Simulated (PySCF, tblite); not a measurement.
**H₇NO₃Si₃, a small molecule taken as a stand-in for a surface group (silica 3-ring): NMR shifts, core binding energies and electronic excitations**

Wanted: the NMR shifts, core binding energies and electronic excitations for `N[SiH]1O[SiH2]O[SiH2]O1`.

Computed with tblite 0.8.0 and PySCF 2.14.0; each step states its level. No surroundings beyond the atoms listed, unless a continuum is named. Atoms count from 0, parts from 1.

## Step 1: Starting point

14 atoms, charge 0, multiplicity 1; geometry: distance geometry start.

## Step 2: Relaxing the cluster with GFN2-xTB

Job settings and geometry (Å):

```
{"job": {"kind": "relax", "xc": "GFN2-xTB", "basis": "xTB"}, "charge": 0, "multiplicity": 1}
O     -0.396715    -0.348733     0.021021
Si     0.435232     1.203026     0.090127
O     -0.741025     2.480749     0.470676
Si    -2.438046     2.508132    -0.033442
O     -3.021094     0.843330    -0.126678
Si    -2.075073    -0.597480    -0.518622
N     -2.761431    -2.040688     0.241893
H      1.054365     1.463516    -1.178874
H      1.449226     1.145458     1.091563
H     -3.185453     3.260141     0.893362
H     -2.522880     3.083405    -1.330364
H     -2.096721    -0.771155    -1.947726
H     -3.310270    -2.671741    -0.350128
H     -2.194206    -2.509537     0.958670
```

Level: GFN2-xTB geometry optimisation, gas phase.

Command:

```bash
$ OMP_NUM_THREADS=1 python cluster_run.py task.json out
```

This one command runs all jobs of the session in turn.

The program printed:

```text
step      E/eV     max force
  0    -657.68984    3.888
  1    -658.35398    2.196
  2    -658.92166    1.384
  3    -659.02558    1.005
  4    -659.16744    0.624
  5    -659.19195    0.474
  6    -659.31432    0.918
  7    -659.35960    0.764
  8    -659.39586    0.350
  9    -659.40857    0.262
 10    -659.41563    0.251
 11    -659.42306    0.224
 12    -659.43040    0.238
 13    -659.43797    0.255
 14    -659.44316    0.171
 15    -659.44635    0.147
 16    -659.44940    0.164
 17    -659.45444    0.237
 18    -659.46210    0.307
 19    -659.47010    0.241
 20    -659.47537    0.165
 21    -659.47849    0.167
 22    -659.48214    0.245
 23    -659.48891    0.354
 24    -659.49746    0.339
 25    -659.50448    0.192
 26    -659.50892    0.167
 27    -659.51221    0.170
 28    -659.51680    0.251
 29    -659.52399    0.286
 30    -659.53112    0.212
 31    -659.53550    0.174
 32    -659.53880    0.204
 33    -659.54289    0.216
 34    -659.54698    0.307
 35    -659.54736    0.281
 36    -659.55323    0.139
 37    -659.55508    0.159
 38    -659.55735    0.127
 39    -659.55941    0.129
 40    -659.56278    0.137
 41    -659.56516    0.088
 42    -659.56656    0.074
 43    -659.56733    0.070
 44    -659.56827    0.080
 45    -659.56931    0.082
 46    -659.57078    0.127
 47    -659.57255    0.145
 48    -659.57422    0.094
 49    -659.57531    0.071
 50    -659.57587    0.085
 51    -659.57648    0.095
 52    -659.57731    0.087
 53    -659.57988    0.112
 54    -659.58137    0.126
 55    -659.58273    0.094
 56    -659.58373    0.072
 57    -659.58409    0.076
 58    -659.58463    0.048
 59    -659.58524    0.063
 60    -659.58552    0.070
 61    -659.58633    0.095
 62    -659.58682    0.075
 63    -659.58724    0.038
 64    -659.58746    0.029
 65    -659.58768    0.036
 66    -659.58798    0.041
 67    -659.58834    0.136
 68    -659.58882    0.083
 69    -659.58952    0.062
 70    -659.58967    0.036
 71    -659.58979    0.024
 72    -659.58988    0.021
 73    -659.58995    0.023
 74    -659.59002    0.026
 75    -659.59008    0.023
 76    -659.59013    0.017
 77    -659.59017    0.011
 78    -659.59019    0.012
 79    -659.59021    0.010
 80    -659.59023    0.008
 81    -659.59024    0.010
 82    -659.59026    0.009
 83    -659.59027    0.005
```

Run time: 2.5 s. Hardware: 1 thread of Arm Neoverse V2, shared host.

The steps of the relaxation:

| step | energy from step 0 (eV) | largest force (eV/Å) |
| --- | --- | --- |
| 0 | 0.0000 | 3.8876 |
| 3 | -1.3357 | 1.0043 |
| 6 | -1.6245 | 0.9181 |
| 9 | -1.7187 | 0.2617 |
| 12 | -1.7406 | 0.2380 |
| 15 | -1.7565 | 0.1470 |
| 18 | -1.7723 | 0.3076 |
| 21 | -1.7886 | 0.1668 |
| 24 | -1.8076 | 0.3392 |
| 27 | -1.8224 | 0.1706 |
| 30 | -1.8413 | 0.2115 |
| 33 | -1.8531 | 0.2153 |
| 36 | -1.8634 | 0.1388 |
| 39 | -1.8696 | 0.1292 |
| 42 | -1.8767 | 0.0737 |
| 45 | -1.8795 | 0.0816 |
| 48 | -1.8844 | 0.0936 |
| 51 | -1.8866 | 0.0950 |
| 54 | -1.8915 | 0.1264 |
| 57 | -1.8942 | 0.0755 |
| 60 | -1.8957 | 0.0698 |
| 63 | -1.8974 | 0.0381 |
| 66 | -1.8981 | 0.0411 |
| 69 | -1.8997 | 0.0622 |
| 72 | -1.9000 | 0.0206 |
| 75 | -1.9002 | 0.0233 |
| 78 | -1.9004 | 0.0121 |
| 81 | -1.9004 | 0.0098 |
| 83 | -1.9004 | 0.0054 |

Distances of close pairs at the start and the end, largest changes first:

| bond | before (Å) | after (Å) | change (Å) |
| --- | --- | --- | --- |
| O0–Si5 | 1.780 | 1.626 | -0.155 |
| Si1–O2 | 1.778 | 1.625 | -0.153 |
| O2–Si3 | 1.771 | 1.625 | -0.146 |
| Si3–O4 | 1.766 | 1.622 | -0.145 |
| O4–Si5 | 1.768 | 1.626 | -0.142 |
| O0–Si1 | 1.762 | 1.622 | -0.140 |
| Si5–N6 | 1.770 | 1.716 | -0.054 |
| Si3–H9 | 1.408 | 1.454 | +0.046 |

## Step 3: Relaxing the molecule at PBE0-D3(BJ)/def2-SVP

Job settings and geometry (Å):

```
{"job": {"xc": "PBE0", "basis": "def2-SVP", "d3": "d3bj", "grid": 2, "kind": "geom", "shake": 0.01}, "charge": 0, "multiplicity": 1}
O      1.174835    -0.772489    -0.238353
Si     1.860834     0.638625     0.191386
O      0.737667     1.827843     0.233044
Si    -0.818179     1.791401     0.017365
O     -1.304574     0.284787    -0.418139
Si    -0.408668    -1.047787    -0.589943
N     -0.948992    -2.177262     0.585664
H      2.813786     0.994715    -0.873476
H      2.367184     0.470976     1.565865
H     -1.474390     2.076254     1.313972
H     -1.145963     2.649302    -1.105556
H     -0.440074    -1.373924    -2.000934
H     -1.973453    -2.358477     0.612532
H     -0.446489    -3.018572     0.720983
```

The program printed:

```text
step   0  E = -1152.24220526  max force = 0.062109
step   1  E = -1152.25773894  max force = 0.011899
step   2  E = -1152.25820785  max force = 0.005394
step   3  E = -1152.25836534  max force = 0.001458
step   4  E = -1152.25842153  max force = 0.001438
step   5  E = -1152.25852568  max force = 0.003514
step   6  E = -1152.25861658  max force = 0.004557
step   7  E = -1152.25871940  max force = 0.004026
step   8  E = -1152.25879546  max force = 0.001679
step   9  E = -1152.25884482  max force = 0.001010
step  10  E = -1152.25886835  max force = 0.001578
step  11  E = -1152.25890837  max force = 0.001741
step  12  E = -1152.25893023  max force = 0.001000
step  13  E = -1152.25894322  max force = 0.000275
optimisation converged
```

Wall time 2.7 min (1 thread of Arm Neoverse V2, shared host); peak memory 0.76 GiB.

Relaxation path:

| step | energy from step 0 (eV) | largest force component (eV/Å) |
| --- | --- | --- |
| 0 | 0.0000 | 3.1938 |
| 1 | -0.4227 | 0.6119 |
| 2 | -0.4355 | 0.2774 |
| 3 | -0.4397 | 0.0750 |
| 4 | -0.4413 | 0.0739 |
| 5 | -0.4441 | 0.1807 |
| 6 | -0.4466 | 0.2343 |
| 7 | -0.4494 | 0.2070 |
| 8 | -0.4514 | 0.0863 |
| 9 | -0.4528 | 0.0519 |
| 10 | -0.4534 | 0.0811 |
| 11 | -0.4545 | 0.0895 |
| 12 | -0.4551 | 0.0514 |
| 13 | -0.4555 | 0.0141 |

Distances of close pairs at the start and the end, largest changes first:

| bond | before (Å) | after (Å) | change (Å) |
| --- | --- | --- | --- |
| O2–Si3 | 1.571 | 1.663 | +0.092 |
| O4–Si5 | 1.615 | 1.663 | +0.048 |
| O0–Si1 | 1.627 | 1.662 | +0.035 |
| Si3–H10 | 1.451 | 1.486 | +0.035 |
| Si5–H11 | 1.449 | 1.482 | +0.033 |
| N6–H12 | 1.041 | 1.014 | -0.027 |
| Si1–O2 | 1.636 | 1.663 | +0.026 |
| N6–H13 | 0.989 | 1.014 | +0.025 |

The end geometry stands in the next job.

| at the end point | value |
| --- | --- |
| point group (found at 0.08 Å tolerance) | Cs |
| rotational constants (GHz, main isotopes) | 2.003, 1.561, 1.025 |
| dipole moment (D) | 1.86 |

## Step 4: Nuclear shieldings: PBE0/pcSseg-1

Job settings and geometry (Å):

```
{"job": {"kind": "nmr", "xc": "PBE0", "basis": "pcSseg-1"}, "charge": 0, "multiplicity": 1}
O      1.188569    -0.747293    -0.546851
Si     1.901302     0.534650     0.234892
O      0.730519     1.692797     0.464013
Si    -0.875235     1.785083     0.040573
O     -1.274860     0.363623    -0.724928
Si    -0.428675    -1.067472    -0.767241
N     -0.947224    -2.012261     0.566073
H      2.985067     1.081469    -0.622059
H      2.432955     0.105389     1.555382
H     -1.696692     1.960499     1.267304
H     -1.079112     2.914319    -0.903354
H     -0.592398    -1.645272    -2.121723
H     -1.937982    -2.151300     0.731335
H     -0.412638    -2.828939     0.840805
```

Level: GIAO PBE0/pcSseg-1 NMR shielding, non-relativistic, gas phase.

The program printed:

```text
coarse grid: 13536 points
cycle   1  E = -1152.3520928600  dE =  9.323e-01  |g| = 1.237e+00  |ddm| = 3.616e+00
cycle   2  E = -1151.9878755620  dE =  3.642e-01  |g| = 1.862e+00  |ddm| = 2.126e+00
cycle   3  E = -1152.6171347453  dE = -6.293e-01  |g| = 9.848e-02  |ddm| = 1.448e+00
cycle   4  E = -1152.6183988142  dE = -1.264e-03  |g| = 5.831e-02  |ddm| = 1.192e-01
cycle   5  E = -1152.6190601357  dE = -6.613e-04  |g| = 1.095e-02  |ddm| = 4.848e-02
cycle   6  E = -1152.6190837826  dE = -2.365e-05  |g| = 1.037e-03  |ddm| = 1.060e-02
cycle   7  E = -1152.6190840068  dE = -2.242e-07  |g| = 3.826e-04  |ddm| = 1.327e-03
final grid: 118000 points
cycle   8  E = -1152.6844774123  dE = -7.977e-06  |g| = 1.144e-02  |ddm| = 1.504e-02
cycle   9  E = -1152.6844468429  dE =  3.057e-05  |g| = 1.733e-02  |ddm| = 1.795e-02
cycle  10  E = -1152.6844996355  dE = -5.279e-05  |g| = 3.389e-04  |ddm| = 1.116e-02
cycle  11  E = -1152.6844996524  dE = -1.699e-08  |g| = 1.536e-04  |ddm| = 3.840e-04
cycle  12  E = -1152.6844996567  dE = -4.273e-09  |g| = 4.806e-05  |ddm| = 1.416e-04
cycle  13  E = -1152.6844996571  dE = -3.670e-10  |g| = 1.410e-05  |ddm| = 3.716e-05
converged SCF energy = -1152.6844996571

GIAO shielding tensors (ppm)
atom      isotropic    diamagn.    paramagn.     s11        s22        s33       span
  0 O      235.028     402.688    -167.661    192.909    230.044    282.131     89.222
  1 Si     384.716     879.912    -495.196    357.300    395.415    401.432     44.132
  2 O      250.631     402.295    -151.664    184.600    225.835    341.459    156.859
  3 Si     384.561     879.888    -495.327    357.363    395.017    401.303     43.940
  4 O      234.742     402.651    -167.909    192.676    229.877    281.672     88.996
  5 Si     398.281     881.178    -482.897    385.101    386.857    422.884     37.783
  6 N      229.664     319.155     -89.491    205.864    220.074    263.053     57.189
  7 H       26.089      28.327      -2.238     22.959     23.428     31.880      8.921
  8 H       26.015      29.376      -3.361     22.994     23.579     31.472      8.479
  9 H       26.011      29.375      -3.364     22.991     23.577     31.464      8.473
 10 H       26.089      28.316      -2.227     22.951     23.432     31.885      8.934
 11 H       26.256      28.705      -2.449     22.567     23.627     32.575     10.008
 12 H       30.306      30.704      -0.398     23.741     26.191     40.987     17.246
 13 H       30.307      30.733      -0.426     23.735     26.231     40.956     17.221
```

Wall time 20 s (1 thread of Arm Neoverse V2, shared host); peak memory 0.94 GiB.

Shifts follow as δ = σ(reference) − σ, with reference shieldings (ppm) from runs at the same level and on the same kind of geometry: $^{1}$H TMS 31.27, $^{29}$Si TMS 352.0, $^{15}$N NH3 265.7, $^{17}$O H2O 334.6. The references are single molecules in the gas phase, so shifts against H2O, NH3, PH3, H3PO4 or CFCl3 are not on the usual liquid scales and can be off by tens of ppm. Atoms listed in one row are averaged.

| atoms | environment | σ (ppm) | δ (ppm) |
| --- | --- | --- | --- |
| H8, H9 | hydrogen on a silicon bonded to 2 O | 26.01 | 5.25 |
| H7, H10 | hydrogen on a silicon bonded to 2 O | 26.09 | 5.18 |
| H11 | hydrogen on a silicon bonded to N, 2 O | 26.26 | 5.01 |
| H12, H13 | hydrogen on a nitrogen bonded to Si | 30.31 | 0.96 |
| O0, O4 | oxygen bonded to 2 Si | 234.9 | 99.7 |
| O2 | oxygen bonded to 2 Si | 250.6 | 83.9 |
| Si1, Si3 | silicon bonded to 2 O, 2 H | 384.6 | -32.6 |
| Si5 | silicon bonded to N, 2 O, H | 398.3 | -46.3 |
| N6 | nitrogen bonded to Si, 2 H | 229.7 | 36.0 |

The run also stored atomic charges by several schemes (e):

| atoms | Mulliken | IAO | Hirshfeld | ESP fit |
| --- | --- | --- | --- | --- |
| O0, O4 | -0.77 | -0.88 | -0.32 | -0.58 |
| Si1, Si3 | 1.03 | 1.19 | 0.46 | 0.86 |
| O2 | -0.77 | -0.88 | -0.32 | -0.59 |
| Si5 | 1.18 | 1.38 | 0.49 | 1.01 |
| N6 | -0.65 | -0.86 | -0.32 | -1.01 |

Mayer bond orders: O0–Si1 0.93, Si1–O2 0.91, O2–Si3 0.91, Si3–O4 0.93, O4–Si5 0.91, Si5–N6 1.03, Si5–O0 0.91.

Ring of atoms O0, Si1, O2, Si3, O4, Si5: NICS(0) -2.1, NICS(1) 0.0, NICS(1)zz 3.9 ppm (means of both faces).

[end of part 1 of 2]
